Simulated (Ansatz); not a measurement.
# WC: the cost of one run

Method: DFT r2SCAN, scalar-relativistic, plane waves, PAW, in Ansatz 0.2.0.

### Step 1. The system as given

The structure is cubic, space group Fm-3m (No. 225). The conventional cell has a = 4.385 Å, b = 4.385 Å, c = 4.385 Å, α = 90.00°, β = 90.00°, γ = 90.00°. W (site symmetry m-3m) has 6 C at 2.19 Å as nearest neighbours. Around C (site symmetry m-3m) lie 6 W at 2.19 Å.

As a file:

```
CELL_PARAMETERS angstrom
0.00000 2.19268 2.19268
2.19268 0.00000 2.19268
2.19268 2.19268 0.00000
ATOMIC_POSITIONS crystal
W 0.00000 0.00000 0.00000
C 0.50000 0.50000 0.50000
```

Source of the structure: the Materials Project (structure only).

### Step 2. A first look at the start

Contents of input.yaml:

```yaml
crystal:
  lattice:
    - [0.0, 2.192684, 2.192684]
    - [2.192684, 0.0, 2.192684]
    - [2.192684, 2.192684, 0.0]
  atoms:
    - { symbol: W, position: [0.0, 0.0, 0.0] }
    - { symbol: C, position: [0.5, 0.5, 0.5] }
basis:
  ecutwfc: 500
kpoints:
  mp_grid: { grid: [8, 8, 8] }
hamiltonian:
  xc: r2scan
scf:
  occupations: { method: gaussian, width: 0.1 }
output:
  forces: true
  stress: true
  eigenvalues: true
```

Command:

```
ansatz run input.yaml --threads 1 --pin off --max-ram 2560MiB --backend cpu --events-out ev --progress --plain --runs-dir out
```

What time and memory should one allow on 1 thread of Intel Xeon at 2.70GHz, shared host?

About 3.9 s, with a peak of 0.36 GiB.
